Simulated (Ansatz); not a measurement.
Born–Oppenheimer molecular dynamics of a periodic cell of 20 atoms, SrTiO3 (start crystal SrTiO3, start structure I4/mcm, volume 1 times the crystal's). It goes on from the last frame of an earlier run, with new velocities.

Computed with DFT r2SCAN, scalar-relativistic, plane waves, PAW in Ansatz 0.2.0. Settings: accuracy low, PAW set soft_1, cutoff 500 eV, k mesh 2x2x2, fermi-dirac smearing 0.36 eV, no spin polarisation.

- ensemble: NPT, Langevin
- time step: 0.75 fs
- steps asked: 110
- set temperature: 2940 K
- friction: 0.005 /fs
- pressure: 0 GPa
- seed: 490511

Frames 0.75 fs apart, positions in Å, forces in eV/Å.

Velocities at 30 fs (Å/ps):

```
Sr 5.29 7.93 5.23
Sr -0.67 1.26 8.06
Ti -0.93 -4.50 4.17
Ti -15.64 -3.48 -0.46
O -14.88 18.31 -11.08
O -3.52 -5.29 -6.91
O -3.03 14.50 -4.00
O 15.90 -4.17 -25.95
O -34.51 -11.26 -5.86
O -6.90 -5.47 9.49
Sr 5.79 1.58 8.42
Sr 4.68 -1.77 1.17
Ti 8.27 2.62 -13.36
Ti -5.60 -1.90 -11.15
O -2.13 1.36 3.60
O 3.35 -21.49 9.94
O 18.99 8.02 -4.70
O 19.15 7.85 -15.63
O -22.76 -3.83 -0.79
O 8.01 2.10 -5.67
```

```xyz
20
Lattice="5.6522 0.0000 0.0000 0.0000 5.6522 0.0000 0.0000 0.0000 8.0298" Properties=species:S:1:pos:R:3:forces:R:3 time_fs=30 energy_less_start_eV=-1.439 T=3103
Sr -0.460 2.968 1.962 1.05 -1.68 1.07
Sr 2.789 0.259 1.999 -0.55 -1.77 -0.25
Ti 0.041 -0.438 -0.108 -2.35 2.34 -0.30
Ti -0.147 -0.169 3.837 -0.33 2.70 4.53
O 4.297 1.843 4.045 -1.56 -1.62 0.76
O 1.303 1.294 -0.033 -0.42 -0.71 -0.88
O 1.361 1.159 4.094 0.47 1.25 0.51
O 4.029 1.164 -0.159 0.29 1.34 0.44
O -0.296 -0.613 5.899 1.25 2.16 2.95
O -0.432 -0.078 2.187 -0.07 0.57 -4.19
Sr 2.975 0.149 5.914 -0.26 -0.28 0.14
Sr 0.198 2.866 6.095 -1.50 -2.30 -0.97
Ti 2.586 2.811 3.962 2.18 0.09 -0.99
Ti 2.652 2.693 0.031 1.78 -0.66 -1.18
O 1.391 3.983 0.546 -2.82 2.83 -1.68
O 3.669 4.227 4.106 0.72 2.17 -2.18
O 4.199 4.137 0.194 1.37 0.14 -0.04
O 0.975 4.214 3.790 2.27 -3.75 -0.02
O 2.642 2.586 1.964 0.78 0.26 1.87
O 2.821 3.474 6.268 -2.29 -3.09 0.43
20
Lattice="5.6572 0.0000 0.0000 0.0000 5.6572 0.0000 0.0000 0.0000 8.0369" Properties=species:S:1:pos:R:3:forces:R:3 time_fs=30.75 energy_less_start_eV=-1.296 T=3174
Sr -0.457 2.976 1.968 1.03 -1.71 1.04
Sr 2.791 0.260 2.006 -0.61 -1.73 -0.27
Ti 0.041 -0.441 -0.104 -2.37 2.41 -0.44
Ti -0.160 -0.171 3.841 0.21 2.35 4.80
O 4.290 1.857 4.040 -1.37 -1.86 0.74
O 1.301 1.292 -0.038 -0.26 -0.60 -0.86
O 1.360 1.171 4.094 0.35 1.11 0.54
O 4.045 1.163 -0.180 0.20 1.42 0.60
O -0.322 -0.622 5.901 1.42 2.15 2.83
O -0.438 -0.082 2.195 -0.15 0.59 -4.36
Sr 2.982 0.150 5.926 -0.34 -0.28 0.05
Sr 0.202 2.867 6.101 -1.50 -2.26 -1.03
Ti 2.594 2.815 3.955 1.78 -0.11 -0.96
Ti 2.650 2.694 0.022 1.75 -0.65 -1.08
O 1.390 3.987 0.549 -2.67 2.75 -1.75
O 3.674 4.215 4.117 0.91 2.57 -2.27
O 4.217 4.146 0.191 1.17 -0.02 0.04
O 0.991 4.222 3.781 1.85 -3.29 0.04
O 2.627 2.584 1.965 0.94 0.26 1.67
O 2.829 3.478 6.268 -2.35 -3.10 0.67
20
Lattice="5.6622 0.0000 0.0000 0.0000 5.6622 0.0000 0.0000 0.0000 8.0440" Properties=species:S:1:pos:R:3:forces:R:3 time_fs=31.5 energy_less_start_eV=-1.148 T=3131
Sr -0.453 2.984 1.974 1.02 -1.74 1.01
Sr 2.793 0.262 2.014 -0.68 -1.69 -0.28
Ti 0.040 -0.445 -0.101 -2.35 2.50 -0.58
Ti -0.173 -0.173 3.844 0.78 1.98 5.01
O 4.281 1.870 4.035 -1.15 -2.11 0.72
O 1.300 1.289 -0.043 -0.11 -0.50 -0.84
O 1.360 1.182 4.096 0.22 0.96 0.56
O 4.062 1.162 -0.202 0.12 1.50 0.77
O -0.347 -0.630 5.903 1.60 2.12 2.67
O -0.445 -0.085 2.203 -0.21 0.61 -4.47
Sr 2.989 0.151 5.937 -0.44 -0.28 -0.03
Sr 0.206 2.869 6.107 -1.50 -2.22 -1.08
Ti 2.604 2.821 3.948 1.32 -0.32 -0.91
Ti 2.648 2.695 0.014 1.72 -0.64 -1.00
O 1.387 3.990 0.552 -2.49 2.67 -1.80
O 3.679 4.205 4.128 1.12 2.97 -2.34
O 4.236 4.156 0.185 0.94 -0.18 0.14
O 1.008 4.228 3.773 1.38 -2.78 0.10
O 2.613 2.583 1.968 1.09 0.27 1.45
O 2.836 3.482 6.270 -2.39 -3.11 0.91
20
Lattice="5.6673 0.0000 0.0000 0.0000 5.6673 0.0000 0.0000 0.0000 8.0512" Properties=species:S:1:pos:R:3:forces:R:3 time_fs=32.25 energy_less_start_eV=-0.991 T=3051
Sr -0.449 2.993 1.980 1.01 -1.76 0.98
Sr 2.795 0.263 2.022 -0.75 -1.66 -0.28
Ti 0.040 -0.447 -0.097 -2.32 2.59 -0.72
Ti -0.185 -0.174 3.849 1.32 1.63 5.15
O 4.273 1.881 4.030 -0.90 -2.35 0.70
O 1.300 1.286 -0.050 0.04 -0.39 -0.81
O 1.359 1.196 4.097 0.10 0.80 0.59
O 4.077 1.162 -0.224 0.04 1.58 0.93
O -0.371 -0.637 5.907 1.79 2.09 2.50
O -0.453 -0.089 2.210 -0.25 0.62 -4.54
Sr 2.996 0.152 5.949 -0.54 -0.28 -0.12
Sr 0.209 2.870 6.114 -1.49 -2.17 -1.13
Ti 2.613 2.827 3.941 0.83 -0.53 -0.87
Ti 2.647 2.696 0.006 1.68 -0.62 -0.93
O 1.383 3.995 0.554 -2.29 2.56 -1.84
O 3.685 4.195 4.137 1.35 3.37 -2.38
O 4.255 4.165 0.179 0.69 -0.36 0.26
O 1.026 4.233 3.764 0.91 -2.29 0.17
O 2.600 2.582 1.972 1.21 0.28 1.21
O 2.841 3.485 6.272 -2.43 -3.12 1.12
20
Lattice="5.6724 0.0000 0.0000 0.0000 5.6724 0.0000 0.0000 0.0000 8.0584" Properties=species:S:1:pos:R:3:forces:R:3 time_fs=33 energy_less_start_eV=-0.830 T=3072
Sr -0.445 3.001 1.986 1.02 -1.77 0.95
Sr 2.797 0.265 2.030 -0.82 -1.62 -0.27
Ti 0.040 -0.450 -0.093 -2.25 2.68 -0.84
Ti -0.198 -0.175 3.855 1.81 1.32 5.22
O 4.264 1.891 4.025 -0.64 -2.60 0.69
O 1.300 1.282 -0.058 0.17 -0.27 -0.78
O 1.358 1.209 4.098 -0.02 0.64 0.62
O 4.091 1.163 -0.246 -0.02 1.66 1.09
O -0.395 -0.643 5.910 1.97 2.04 2.32
O -0.461 -0.093 2.216 -0.27 0.63 -4.55
Sr 3.003 0.152 5.960 -0.66 -0.29 -0.21
Sr 0.212 2.870 6.121 -1.49 -2.11 -1.17
Ti 2.622 2.833 3.933 0.31 -0.74 -0.81
Ti 2.646 2.696 -0.002 1.63 -0.60 -0.86
O 1.378 4.000 0.554 -2.09 2.44 -1.87
O 3.692 4.186 4.146 1.58 3.75 -2.40
O 4.274 4.174 0.172 0.44 -0.54 0.37
O 1.044 4.237 3.755 0.46 -1.82 0.25
O 2.588 2.581 1.977 1.32 0.30 0.94
O 2.846 3.486 6.276 -2.45 -3.11 1.30
20
Lattice="5.6775 0.0000 0.0000 0.0000 5.6775 0.0000 0.0000 0.0000 8.0658" Properties=species:S:1:pos:R:3:forces:R:3 time_fs=33.75 energy_less_start_eV=-0.668 T=2904
Sr -0.441 3.009 1.992 1.02 -1.79 0.93
Sr 2.799 0.266 2.037 -0.89 -1.60 -0.26
Ti 0.040 -0.451 -0.090 -2.15 2.79 -0.95
Ti -0.211 -0.176 3.861 2.25 1.05 5.22
O 4.255 1.899 4.021 -0.37 -2.84 0.68
O 1.300 1.279 -0.066 0.30 -0.16 -0.73
O 1.357 1.223 4.098 -0.12 0.49 0.66
O 4.105 1.164 -0.268 -0.07 1.74 1.26
O -0.418 -0.646 5.915 2.17 1.97 2.15
O -0.468 -0.098 2.222 -0.29 0.64 -4.51
Sr 3.011 0.153 5.972 -0.80 -0.30 -0.30
Sr 0.215 2.871 6.128 -1.49 -2.04 -1.22
Ti 2.632 2.839 3.925 -0.21 -0.94 -0.76
Ti 2.645 2.696 -0.010 1.58 -0.58 -0.80
O 1.373 4.006 0.553 -1.88 2.31 -1.89
O 3.699 4.179 4.155 1.80 4.11 -2.41
O 4.293 4.184 0.166 0.17 -0.72 0.47
O 1.061 4.240 3.747 0.05 -1.40 0.34
O 2.578 2.581 1.983 1.40 0.32 0.67
O 2.849 3.485 6.281 -2.46 -3.07 1.46
20
Lattice="5.6827 0.0000 0.0000 0.0000 5.6827 0.0000 0.0000 0.0000 8.0731" Properties=species:S:1:pos:R:3:forces:R:3 time_fs=34.5 energy_less_start_eV=-0.501 T=2859
Sr -0.436 3.018 1.999 1.03 -1.79 0.90
Sr 2.801 0.268 2.045 -0.95 -1.58 -0.25
Ti 0.040 -0.453 -0.087 -2.04 2.89 -1.03
Ti -0.223 -0.177 3.869 2.61 0.81 5.15
O 4.245 1.906 4.017 -0.10 -3.07 0.67
O 1.300 1.276 -0.075 0.42 -0.05 -0.69
O 1.356 1.236 4.100 -0.21 0.37 0.69
O 4.118 1.166 -0.290 -0.11 1.82 1.42
O -0.441 -0.648 5.919 2.38 1.87 1.97
O -0.475 -0.102 2.228 -0.30 0.66 -4.42
Sr 3.018 0.153 5.984 -0.95 -0.32 -0.39
Sr 0.218 2.871 6.136 -1.49 -1.96 -1.26
Ti 2.641 2.845 3.917 -0.71 -1.09 -0.69
Ti 2.644 2.695 -0.018 1.53 -0.55 -0.75
O 1.368 4.012 0.553 -1.68 2.16 -1.91
O 3.708 4.174 4.163 1.99 4.41 -2.40
O 4.311 4.193 0.161 -0.10 -0.90 0.56
O 1.077 4.243 3.738 -0.32 -1.02 0.43
O 2.570 2.579 1.990 1.47 0.35 0.40
O 2.853 3.483 6.287 -2.46 -3.03 1.59
20
Lattice="5.6879 0.0000 0.0000 0.0000 5.6879 0.0000 0.0000 0.0000 8.0804" Properties=species:S:1:pos:R:3:forces:R:3 time_fs=35.25 energy_less_start_eV=-0.337 T=2890
Sr -0.432 3.026 2.006 1.04 -1.80 0.87
Sr 2.803 0.270 2.052 -1.01 -1.58 -0.23
Ti 0.039 -0.454 -0.086 -1.92 3.01 -1.09
Ti -0.236 -0.179 3.877 2.91 0.60 4.98
O 4.234 1.911 4.014 0.20 -3.29 0.66
O 1.299 1.272 -0.084 0.54 0.07 -0.65
O 1.355 1.249 4.102 -0.30 0.25 0.72
O 4.132 1.168 -0.312 -0.15 1.89 1.57
O -0.463 -0.650 5.923 2.59 1.78 1.80
O -0.482 -0.105 2.232 -0.29 0.67 -4.25
Sr 3.025 0.154 5.996 -1.10 -0.34 -0.47
Sr 0.222 2.871 6.143 -1.50 -1.89 -1.29
Ti 2.650 2.850 3.908 -1.20 -1.21 -0.62
Ti 2.644 2.695 -0.027 1.48 -0.51 -0.69
O 1.362 4.020 0.553 -1.46 2.00 -1.92
O 3.717 4.170 4.171 2.15 4.67 -2.38
O 4.328 4.202 0.156 -0.37 -1.07 0.64
O 1.093 4.246 3.728 -0.65 -0.68 0.53
O 2.562 2.578 1.995 1.52 0.38 0.15
O 2.856 3.479 6.294 -2.47 -2.96 1.69
20
Lattice="5.6931 0.0000 0.0000 0.0000 5.6931 0.0000 0.0000 0.0000 8.0879" Properties=species:S:1:pos:R:3:forces:R:3 time_fs=36 energy_less_start_eV=-0.177 T=2803
Sr -0.427 3.034 2.012 1.04 -1.80 0.84
Sr 2.804 0.272 2.059 -1.07 -1.57 -0.21
Ti 0.038 -0.454 -0.084 -1.79 3.13 -1.14
Ti -0.248 -0.181 3.886 3.13 0.42 4.73
O 4.224 1.915 4.012 0.48 -3.49 0.66
O 1.298 1.269 -0.095 0.67 0.18 -0.61
O 1.353 1.263 4.104 -0.36 0.15 0.75
O 4.145 1.170 -0.334 -0.18 1.96 1.71
O -0.484 -0.653 5.928 2.79 1.70 1.64
O -0.489 -0.109 2.234 -0.27 0.68 -4.01
Sr 3.033 0.155 6.008 -1.26 -0.37 -0.57
Sr 0.225 2.870 6.149 -1.52 -1.81 -1.32
Ti 2.658 2.855 3.900 -1.65 -1.27 -0.54
Ti 2.643 2.695 -0.035 1.43 -0.49 -0.63
O 1.356 4.029 0.552 -1.23 1.83 -1.94
O 3.728 4.167 4.178 2.27 4.85 -2.37
O 4.346 4.211 0.151 -0.66 -1.26 0.71
O 1.108 4.250 3.718 -0.93 -0.38 0.63
O 2.555 2.578 2.001 1.57 0.40 -0.10
O 2.858 3.474 6.302 -2.46 -2.88 1.77
20
Lattice="5.6985 0.0000 0.0000 0.0000 5.6985 0.0000 0.0000 0.0000 8.0955" Properties=species:S:1:pos:R:3:forces:R:3 time_fs=36.75 energy_less_start_eV=-0.027 T=2719
Sr -0.423 3.042 2.018 1.05 -1.79 0.82
Sr 2.806 0.274 2.067 -1.12 -1.56 -0.20
Ti 0.038 -0.454 -0.083 -1.64 3.27 -1.18
Ti -0.260 -0.183 3.894 3.30 0.27 4.46
O 4.214 1.918 4.011 0.73 -3.67 0.65
O 1.298 1.265 -0.105 0.78 0.31 -0.57
O 1.349 1.277 4.106 -0.40 0.08 0.78
O 4.158 1.172 -0.355 -0.20 2.03 1.85
O -0.504 -0.655 5.932 3.00 1.61 1.48
O -0.495 -0.112 2.236 -0.24 0.69 -3.74
Sr 3.040 0.156 6.021 -1.42 -0.40 -0.66
Sr 0.228 2.869 6.155 -1.53 -1.74 -1.34
Ti 2.666 2.859 3.892 -2.04 -1.26 -0.45
Ti 2.642 2.695 -0.044 1.38 -0.47 -0.56
O 1.348 4.039 0.551 -0.98 1.64 -1.94
O 3.740 4.167 4.183 2.33 4.95 -2.36
O 4.364 4.219 0.147 -0.97 -1.45 0.77
O 1.124 4.253 3.709 -1.18 -0.12 0.72
O 2.549 2.578 2.007 1.60 0.41 -0.35
O 2.861 3.469 6.311 -2.45 -2.79 1.82
20
Lattice="5.7038 0.0000 0.0000 0.0000 5.7038 0.0000 0.0000 0.0000 8.1030" Properties=species:S:1:pos:R:3:forces:R:3 time_fs=37.5 energy_less_start_eV=0.100 T=2594
Sr -0.419 3.050 2.025 1.07 -1.78 0.79
Sr 2.807 0.274 2.075 -1.17 -1.55 -0.19
Ti 0.037 -0.454 -0.081 -1.51 3.40 -1.20
Ti -0.271 -0.184 3.904 3.41 0.12 4.12
O 4.205 1.920 4.011 0.97 -3.83 0.66
O 1.300 1.261 -0.117 0.88 0.42 -0.53
O 1.346 1.292 4.109 -0.42 0.00 0.81
O 4.171 1.175 -0.376 -0.21 2.10 1.99
O -0.522 -0.658 5.937 3.20 1.53 1.34
O -0.503 -0.117 2.236 -0.19 0.71 -3.42
Sr 3.047 0.158 6.033 -1.59 -0.45 -0.75
Sr 0.231 2.868 6.160 -1.55 -1.66 -1.36
Ti 2.674 2.863 3.884 -2.40 -1.20 -0.36
Ti 2.643 2.695 -0.053 1.34 -0.45 -0.49
O 1.340 4.049 0.549 -0.73 1.44 -1.92
O 3.754 4.169 4.187 2.34 4.97 -2.35
O 4.381 4.226 0.144 -1.26 -1.63 0.81
O 1.138 4.256 3.700 -1.38 0.11 0.81
O 2.543 2.578 2.013 1.63 0.43 -0.58
O 2.864 3.463 6.321 -2.44 -2.69 1.82
```

Of the whole run (82 fs, mean temperature of the second half 2959 K): The conserved energy stayed within 0.15 meV per atom of its start (net change 0.056 meV per atom), so the integration is sound. A run of 0.083 ps of so small a system gives no equilibrium averages. Limits of this set-up: coarse k mesh, low accuracy level. The cell's volume went from 239 to 300 Å³.

Time of the run: 34 min on 2 threads of Arm Neoverse V1, on a shared host, peak memory 1.3 GiB.
